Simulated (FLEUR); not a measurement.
# GdO (Pm-3m) in FLEUR: further runs, part 3 of 3

FLEUR MaX-R8.1 (later development tree).

**6. Single point, PBE+U, collinear spin, ferromagnetic start**

Input file inp.xml:

```xml
<?xml version="1.0" encoding="UTF-8" standalone="no"?>
<fleurInput fleurInputVersion="0.39">
   <comment>
      GdO                                                                                                 
   </comment>
   <calculationSetup>
      <cutoffs Kmax="4.31" Gmax="13.4" GmaxXC="13.4" numbands="0"/>
      <scfLoop itmax="100" minDistance="0.001" maxIterBroyd="50" imix="Anderson" alpha="0.05" precondParam="0.0" spinf="2.0" sdNocoIR="T"/>
      <coreElectrons ctail="T" frcor="F" kcrel="0" coretail_lmax="0"/>
      <xcFunctional name="pbe" relativisticCorrections="F"/>
      <magnetism jspins="2"/>
      <soc l_soc="F" theta="0.0" phi="0.0" spav="F"/>
      <expertModes spex="0" secvar="F"/>
      <geometryOptimization l_f="F" forcealpha="1.0" forcemix="BFGS" epsdisp="0.00001" epsforce="0.00001"/>
      <ldaU l_linMix="F" mixParam="0.05" spinf="1.0"/>
   </calculationSetup>
   <cell>
      <bzIntegration valenceElectrons="24.0" mode="gauss" fermiSmearingEnergy="0.00183747">
         <kPointListSelection listName="default-1"/>
         <!-- k-points included here -->
         <xi:include xmlns:xi="http://www.w3.org/2001/XInclude" href="kpts.xml"> </xi:include>
      </bzIntegration>
      <!-- symmetry operations included here -->
      <xi:include xmlns:xi="http://www.w3.org/2001/XInclude" href="sym.xml"> </xi:include>
      <bulkLattice scale="1.0">
         <bravaisMatrix>
            <row-1>    5.2946606585357543     0.0000000000000000     0.0000000000000000</row-1>
            <row-2>    0.0000000000000000     5.2946606585357543     0.0000000000000000</row-2>
            <row-3>    0.0000000000000000     0.0000000000000000     5.2946606585357543</row-3>
         </bravaisMatrix>
      </bulkLattice>
   </cell>
   <atomSpecies>
      <species name="Gadolinium7.000" element="Gd" atomicNumber="64">
         <mtSphere radius="2.45" gridPoints="811" logIncrement="0.016"/>
         <atomicCutoffs lmax="10" lnonsphr="10"/>
         <electronConfig flipSpins="F">
            <coreConfig>(1s1/2) (2s1/2) (2p1/2) (2p3/2) (3s1/2) (3p1/2) (3p3/2) (4s1/2) (3d3/2) (3d5/2) (4p1/2) (4p3/2) (4d3/2) (4d5/2)</coreConfig>
            <valenceConfig>(5s1/2) (5p1/2) (5p3/2) (6s1/2) (4f5/2) (4f7/2) (5d3/2) (5d5/2)</valenceConfig>
            <stateOccupation state="(4f5/2)" spinUp="2.5" spinDown="0.5"/>
            <stateOccupation state="(4f7/2)" spinUp="4.0" spinDown="0.0"/>
            <stateOccupation state="(5d3/2)" spinUp="0.4" spinDown="0.0"/>
            <stateOccupation state="(5d5/2)" spinUp="0.6" spinDown="0.0"/>
         </electronConfig>
         <energyParameters s="6" p="5" d="5" f="4"/>
         <ldaU l="3" U="8" J="0.0" l_amf="F"/>
         <lo type="SCLO" l="0" n="5" eDeriv="0"/>
         <lo type="HELO" l="1" n="6" eDeriv="0"/>
         <lo type="HELO" l="1" n="6" eDeriv="1"/>
         <lo type="SCLO" l="2" n="5" eDeriv="2"/>
      </species>
      <species name="Oxygen (O)" element="O" atomicNumber="8">
         <mtSphere radius="1.67" gridPoints="553" logIncrement="0.019"/>
         <atomicCutoffs lmax="8" lnonsphr="8"/>
         <electronConfig flipSpins="F">
            <coreConfig>(1s1/2)</coreConfig>
            <valenceConfig>(2s1/2) (2p1/2) (2p3/2)</valenceConfig>
            <stateOccupation state="(2p1/2)" spinUp="0.666667" spinDown="0.666667"/>
            <stateOccupation state="(2p3/2)" spinUp="1.333333" spinDown="1.333333"/>
         </electronConfig>
         <energyParameters s="2" p="2" d="3" f="4"/>
         <lo type="SCLO" l="0" n="2" eDeriv="2"/>
         <lo type="SCLO" l="1" n="2" eDeriv="2"/>
         <lo type="SCLO" l="2" n="3" eDeriv="2"/>
      </species>
   </atomSpecies>
   <atomGroups>
      <atomGroup species="Gadolinium7.000">
         <relPos label="                   1">.0000000000 .0000000000 .0000000000</relPos>
         <force calculate="T" relaxXYZ="TTT"/>
      </atomGroup>
      <atomGroup species="Oxygen (O)">
         <relPos label="                   2">1.000/2.000 1.000/2.000 1.000/2.000</relPos>
         <force calculate="T" relaxXYZ="TTT"/>
      </atomGroup>
   </atomGroups>
   <output dos="F" band="F" slice="F">
      <checks vchk="F" cdinf="F"/>
      <bandDOS minEnergy="-.5*Htr" maxEnergy="0.5*Htr" sigma="0.015" storeEVData="T"/>
      <vacuumDOS vacdos="F" integ="F" star="F" nstars="0" locx1="0.0" locy1="0.0" locx2="0.0" locy2="0.0" nstm="0" tworkf="0.0"/>
      <unfoldingBand unfoldBand="F" supercellX="1" supercellY="1" supercellZ="1"/>
      <plotting iplot="0" polar="F">
         <plot TwoD="T" vec1="  1.0  0.0  0.0" vec2="  0.0  1.0  0.0" vec3="  0.0  0.0  1.0" zero="  0.0  0.0  0.0" file="plot"/>
      </plotting>
      <chargeDensitySlicing numkpt="0" minEigenval="0.0" maxEigenval="0.0" nnne="0" pallst="F"/>
      <specialOutput eonly="F"/>
      <moessbauerParams electricFieldGradient="T" isomerShift="T" coreHyperfine="T" valenceHyperfine="T"/>
      <magneticCircularDichroism mcd="F" energyLo="-10.0" energyUp="0.0"/>
   </output>
  <!-- We include the file relax.xml here to enable relaxations (see documentation) -->
  <xi:include xmlns:xi="http://www.w3.org/2001/XInclude" href="relax.xml"> <xi:fallback/> </xi:include>
</fleurInput>
```

Input file crystal.txt:

```
GdO
&input cartesian=F /
2.8018137600  0.0000000000  0.0000000000
0.0000000000  2.8018137600  0.0000000000
0.0000000000  0.0000000000  2.8018137600
1.8897261246
1.0 1.0 1.0

2
64 0.0000000000  0.0000000000  0.0000000000 : 7.000
8 0.5000000000  0.5000000000  0.5000000000

&kpt div1=7 div2=7 div3=7 gamma=T /
```

Potentials or basis: all-electron, FLAPW.

Launch:

```sh
> inpgen -f crystal.txt -profile fastHighL -nosym
> # inp.xml edited to the form shown
> fleur_MPI
```

Log:

```text
Welcome to FLEUR        (www.flapw.de)
      MaX-Release 8.1          (www.max-centre.eu)

 ========== k-point set info ==========
 Selected k-point list: default-1
 k-point list type: mesh
 7 x 7 x 7
 Number of k points: 343

 ------------Calculation Setup---------------------------
 Number of MPI-tasks      :            1
 Number of PE/node        :            1
 Number of OMP-threads    :            1
 Most efficient MPI parallelization for:
           1           7          49         343
 Additional eigenvalue parallelization possible
 Number of basis functions:          247
 Approximate size of matrices (H+S) per k-point:         0.002 GB
 --------------------------------------------------------
 Complex matrix made real
 Complex matrix made real
 Iteration:     1   Distance:      31.67992111 me/bohr^3
 Iteration:     2   Distance:      30.57267000 me/bohr^3
 Iteration:     3   Distance:      21.41276541 me/bohr^3
 Iteration:     4   Distance:       9.52300806 me/bohr^3
 Iteration:     5   Distance:       1.93213986 me/bohr^3
 Iteration:     6   Distance:       0.39564889 me/bohr^3
 Iteration:     7   Distance:       0.36433362 me/bohr^3
 Iteration:     8   Distance:       0.12083769 me/bohr^3
 Iteration:     9   Distance:       0.12066386 me/bohr^3
 Iteration:    10   Distance:       0.03029089 me/bohr^3
 Iteration:    11   Distance:       0.01894203 me/bohr^3
 Iteration:    12   Distance:       0.00384245 me/bohr^3
 Iteration:    13   Distance:       0.00061787 me/bohr^3

 ********************************************************************
 Run finished successfully
 Stop message:
   all done
 ********************************************************************
```

n_mmp_mat:

```text
     1.000000     0.000000    -0.000000    -0.000000    -0.000000    -0.000000    -0.000000
     0.000000     0.000000     0.000000     0.000000     0.000000     0.000000    -0.000000
    -0.000000     0.000000     1.000000    -0.000000     0.000000     0.000000    -0.000000
    -0.000000    -0.000000    -0.000000     0.000000    -0.000000    -0.000000    -0.000000
    -0.000000     0.000000     0.000000    -0.000000     1.000000    -0.000000     0.000000
    -0.000000     0.000000     0.000000     0.000000     0.000000     0.000000     0.000000
[... 20 lines left out ...]
     0.000000     0.000000     0.000000     0.000000     0.000000     0.000000     0.000000
     0.000000     0.000000     0.000000     0.000000     0.000000     0.000000     0.000000
```

out.xml (last iteration):

```text
<iteration numberForCurrentRun="   13" overallNumber="   13">
         <energyParameters units="Htr">
            <atomicEP atomType="1" spin="1" branch="6s" branchLowest="-0.88" branchHighest="3.36" value="0.4385027705"/>
            <atomicEP atomType="1" spin="1" branch="5p" branchLowest="-9.31" branchHighest="0.08" value="-0.1317572270"/>
            <atomicEP atomType="1" spin="1" branch="5d" branchLowest="-4.60" branchHighest="1.50" value="0.5710720660"/>
            <atomicEP atomType="1" spin="1" branch="4f" branchLowest="-9.99" branchHighest="0.53" value="0.5116701622"/>
            <loAtomicEP atomType="1" spin="1" branch="5s" branchLowest="-12.73" branchHighest="-0.88" value="-0.9892988456"/>
            <heloAtomicEP atomType="1" spin="1" branch="6p" branchLowest="2.79" branchHighest="2.79" value="2.7948591317"/>
            <heloAtomicEP atomType="1" spin="1" branch="6p" branchLowest="2.79" branchHighest="2.79" value="2.7948591317"/>
            <loAtomicEP atomType="1" spin="1" branch="5d" branchLowest="-4.60" branchHighest="1.50" value="0.5699146212"/>
            <atomicEP atomType="2" spin="1" branch="2s" branchLowest="-17.97" branchHighest="0.57" value="-0.0843813334"/>
            <atomicEP atomType="2" spin="1" branch="2p" branchLowest="-9.99" branchHighest="1.11" value="0.4050344052"/>
            <atomicEP atomType="2" spin="1" branch="3d" branchLowest="-9.99" branchHighest="4.73" value="0.7409542036"/>
            <atomicEP atomType="2" spin="1" branch="4f" branchLowest="-9.99" branchHighest="7.92" value="0.9016809760"/>
            <loAtomicEP atomType="2" spin="1" branch="2s" branchLowest="-17.97" branchHighest="0.57" value="-0.0843813334"/>
            <loAtomicEP atomType="2" spin="1" branch="2p" branchLowest="-9.99" branchHighest="1.11" value="0.4047876682"/>
[... 164 lines left out ...]
               (+0.00000,+0.00000) (-0.00518,+0.00000) (+0.00000,+0.00000) (+0.00000,+0.00000) (+0.00000,+0.00000) (+0.99698,+0.00000) (+0.00000,+0.00000)
               (+0.00000,+0.00000) (+0.00000,+0.00000) (+0.00047,+0.00000) (+0.00000,+0.00000) (+0.00000,+0.00000) (+0.00000,+0.00000) (+0.99240,+0.00000)
            </densityMatrixFor>
            <densityMatrixFor spin="2" atomType="1" uIndex="1" l="3" U="8.00000000" J="0.00000000">
               (+0.00877,+0.00000) (+0.00000,+0.00000) (+0.00000,+0.00000) (+0.00000,+0.00000) (+0.00263,+0.00000) (+0.00000,+0.00000) (+0.00000,+0.00000)
               (+0.00000,+0.00000) (+0.01189,+0.00000) (+0.00000,+0.00000) (+0.00000,+0.00000) (+0.00000,+0.00000) (-0.00651,+0.00000) (+0.00000,+0.00000)
               (+0.00000,+0.00000) (+0.00000,+0.00000) (+0.00741,+0.00000) (+0.00000,+0.00000) (+0.00000,+0.00000) (+0.00000,+0.00000) (+0.00263,+0.00000)
               (+0.00000,+0.00000) (+0.00000,+0.00000) (+0.00000,+0.00000) (+0.01081,+0.00000) (+0.00000,+0.00000) (+0.00000,+0.00000) (+0.00000,+0.00000)
               (+0.00263,+0.00000) (+0.00000,+0.00000) (+0.00000,+0.00000) (+0.00000,+0.00000) (+0.00741,+0.00000) (+0.00000,+0.00000) (+0.00000,+0.00000)
               (+0.00000,+0.00000) (-0.00651,+0.00000) (+0.00000,+0.00000) (+0.00000,+0.00000) (+0.00000,+0.00000) (+0.01189,+0.00000) (+0.00000,+0.00000)
               (+0.00000,+0.00000) (+0.00000,+0.00000) (+0.00263,+0.00000) (+0.00000,+0.00000) (+0.00000,+0.00000) (+0.00000,+0.00000) (+0.00877,+0.00000)
            </densityMatrixFor>
         </ldaUDensityMatrix>
         <ldaUDensityMatrixConvergence>
            <distance spin="1" distance="0.000001"/>
            <distance spin="2" distance="0.000005"/>
         </ldaUDensityMatrixConvergence>
         <densityConvergence units="me/bohr^3">
            <chargeDensity spin="1" distance="0.0003324476"/>
            <chargeDensity spin="2" distance="0.0004635734"/>
            <overallChargeDensity distance="0.0006178688"/>
            <spinDensity distance="0.0005187308"/>
         </densityConvergence>
      </iteration>
```

It took 7.3 min on 1 thread of Arm Neoverse V1, shared host; peak memory 0.31 GiB.

What came out:

```
Free energy                                           : -309008.5917 eV
Net moment                                            : 7.22 μB per cell
Site moments                                          : Gd +7.14; O -0.04 μB
Valence electrons inside the program's atomic spheres : Gd 15.83; O 5.44 (radii Gd 2.45, O 1.67 bohr)
```

Levels at points of the mesh, in eV from the Fermi level:
Spin up:
| k point | band 14 | band 15 | band 16 | band 17 | band 18 | band 19 |
| --- | --- | --- | --- | --- | --- | --- |
| (0.00, 0.00, 0.00) | -4.60 | -4.60 | -3.73 | -3.73 | 2.60 | 7.20 |
Spin down:
```csv
k point,band 4,band 5,band 6,band 7,band 8,band 9,band 10,band 11,band 12,band 13
"(0.00, 0.00, 0.00)",-20.14,-20.14,-4.76,-4.76,-4.76,-2.71,-2.71,3.54,3.59,3.59
```

Eigenvalues of the final occupation matrices:
```tsv
site	spin	trace	eigenvalues
atom type 1	1	6.96	0.99 0.99 0.99 0.99 0.99 0.99 1.00
atom type 1	2	0.07	0.01 0.01 0.01 0.01 0.01 0.01 0.02
```

Core levels (eV from the Fermi level):
```csv
atom,levels
1 Gd,"1s1/2 -50046.0, 2s1/2 -8253.7, 2p1/2 -7836.3, 2p3/2 -7140.4, 3s1/2 -1826.0, 3p1/2 -1645.1, 3p3/2 -1502.5, 4s1/2 -365.5, 3d3/2 -1190.4, 3d5/2 -1159.3, 4p1/2 -295.2, 4p3/2 -263.4, 4d3/2 -147.6, 4d5/2 -141.8"
2 O,1s1/2 -508.1
```

Caveat: with Gaussian smearing the program prints no entropy term, so the energy of a metal isn't a free energy; the magnetic or orbital state may not be the lowest; spin-orbit coupling is left out, which moves the levels of the heavy elements; a cell with one magnetic atom can't hold antiferromagnetic order, which such compounds often take. The state reached can hang on the start; a lower one may exist.
